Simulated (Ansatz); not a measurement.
**TiCl2F2: small, medium and large basis sets**

Aim: see how fast density functionals converge with the basis set for TiCl2F2.

The runs use Ansatz 0.2.0, Gaussian basis; one geometry, several basis sets.

Levels to be run: PBE0-D4/def2-SVP; ωB97M-V/def2-SVP; PBE0-D4/def2-QZVPP; ωB97M-V/def2-QZVPP; the functionals' def2-TZVPP values are taken from earlier runs.

## 1. The geometry

All runs share one geometry, relaxed beforehand with PBE0-D4 in a triple-zeta def2 set.

5 atoms, charge 0, spin multiplicity 1.

Atoms are counted from 1 here; the program's logs count them from 0.

Bond lengths: F1–Ti2 1.733 Å, Ti2–F3 1.733 Å, Ti2–Cl4 2.170 Å, Ti2–Cl5 2.170 Å. Angles: F1–Ti2–F3 109.1°, F1–Ti2–Cl4 109.5°, F1–Ti2–Cl5 109.5°, F3–Ti2–Cl4 109.5°, F3–Ti2–Cl5 109.5°, Cl4–Ti2–Cl5 109.8°.

Geometry (Å):

```xyz
5
charge 0, multiplicity 1
F    -0.13669   -0.24671    1.76927
Ti    0.05516   -0.05638    0.05706
F     1.38613   -1.03002   -0.47703
Cl   -1.75820   -0.69418   -0.94985
Cl    0.45359    2.02731   -0.39945
```

## 2. PBE0-D4 in def2-SVP

The input, in.yaml:

```yaml
crystal:
  periodic: [false, false, false]
  atoms:
    - {symbol: F, position_ang: [-0.136693, -0.246711, 1.769273]}
    - {symbol: Ti, position_ang: [0.055164, -0.056385, 0.057064]}
    - {symbol: F, position_ang: [1.386132, -1.030021, -0.477026]}
    - {symbol: Cl, position_ang: [-1.758201, -0.694183, -0.949849]}
    - {symbol: Cl, position_ang: [0.453588, 2.027311, -0.399452]}
basis:
  gaussian: {orbitals: def2-SVP}
hamiltonian: {xc: pbe0, dispersion: d4}
output: {orbitals: {seedname: orbitals}}
```

The runs that follow: ωB97M-V in def2-SVP; PBE0-D4 in def2-QZVPP; ωB97M-V in def2-QZVPP.

**Question.** What will the summary of the whole plan be? Wanted: PBE0-D4: double and triple zeta above quadruple; ωB97M-V: double and triple zeta above quadruple.

**Answer**, as computed:

| quantity | value |
| --- | --- |
| PBE0-D4: double and triple zeta above quadruple | 20.07, 1.46 eV |
| ωB97M-V: double and triple zeta above quadruple | 20.01, 1.38 eV |

PBE0-D4 gains 18.61 eV from double to triple zeta, then 1.46 eV more. Total energies overstate the basis error of differences, where much of it tends to cancel.
